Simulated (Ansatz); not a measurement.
# Ta3N: the cost of one run

Method: DFT LDA, scalar-relativistic, plane waves, PAW, in Ansatz 0.2.0.

29 further runs of the same task are left out: 29 set aside as unsound or not needed. Runs told in other sessions of the task aren't counted.

**1. The structure to begin with**

Symmetry: Cm, No. 8, monoclinic system. The conventional cell has a = 5.070 Å, b = 2.927 Å, c = 21.780 Å, α = 90.00°, β = 90.00°, γ = 90.00°. Ta (site symmetry m) is surrounded by 9 Ta at 2.93 Å. Around Ta (site symmetry m) lie 12 Ta at 2.93 Å. Around Ta (site symmetry m) lie 2 N at 2.19 Å. Around N (site symmetry m) lie 2 Ta at 2.19 Å.

Structure file:

```xyz
4
Lattice="2.9274 0.0000 0.0000 -1.4637 2.5352 0.0000 0.0000 0.0000 21.7804" Properties=species:S:1:pos:R:3 pbc="T T T"
Ta    1.4637    0.8451    4.0000
Ta    0.0000    1.6901    6.3902
Ta    0.0000    0.0000    8.7804
N     1.9516   -1.1268   10.3804
```

This is the geometry of the first run shown, built on a cell relaxed beforehand with the same method.

**2. The scan**

Atoms count from 1 in the order of the input.

N is moved along a line over the surface and along the normal, above a rigid substrate.

- position of N4 along the long diagonal of the hexagonal surface cell, from above Ta3: 9 values from 0.00 to 4.51 Å, periodic
- height of N4 above the plane of Ta3: 8 values from 1.27 to 4.17 Å

Nothing else is relaxed. Points are written as (first, second).

**3. Grid point (2.25 Å, 1.60 Å)**

A dipole layer in the vacuum cancels the field that periodic copies would set up if the slab's two faces differ.

The input, input.yaml:

```yaml
crystal:
  lattice:
    - [2.9274048678, 0.0, 0.0]
    - [-1.4637024339, 2.5352069827, 0.0]
    - [0.0, 0.0, 21.7804321296]
  atoms:
    - { symbol: Ta, position: [0.6666666667, 0.3333333333, 0.1836510853] }
    - { symbol: Ta, position: [0.3333333333, 0.6666666667, 0.293392529] }
    - { symbol: Ta, position: [0.0, 0.0, 0.4031339726] }
    - { symbol: "N", position: [0.4444444444, -0.4444444444, 0.4765944068], spin: 3.0 }
basis:
  ecutwfc: 420
kpoints:
  mp_grid: { grid: [9, 9, 1] }
hamiltonian:
  xc: lda
  pseudopotentials: { kind: paw, azcp: { folder: soft_1 } }
scf:
  occupations: { method: gaussian, width: 0.1 }
output:
  forces: true
  eigenvalues: true
  populations: true
magnetization:
  spin_polarized: true
efield:
  axis: 3
  dipole_correction: true
  ramp_width: 0.04
```

Launch:

```
ansatz run input.yaml --threads 1 --pin off --max-ram 3072MiB --backend cpu --events-out ev --progress --plain --runs-dir out
```

What time and memory should one allow on 1 thread of Arm Neoverse V2, shared host?

About 38 s, with a peak of 0.44 GiB.
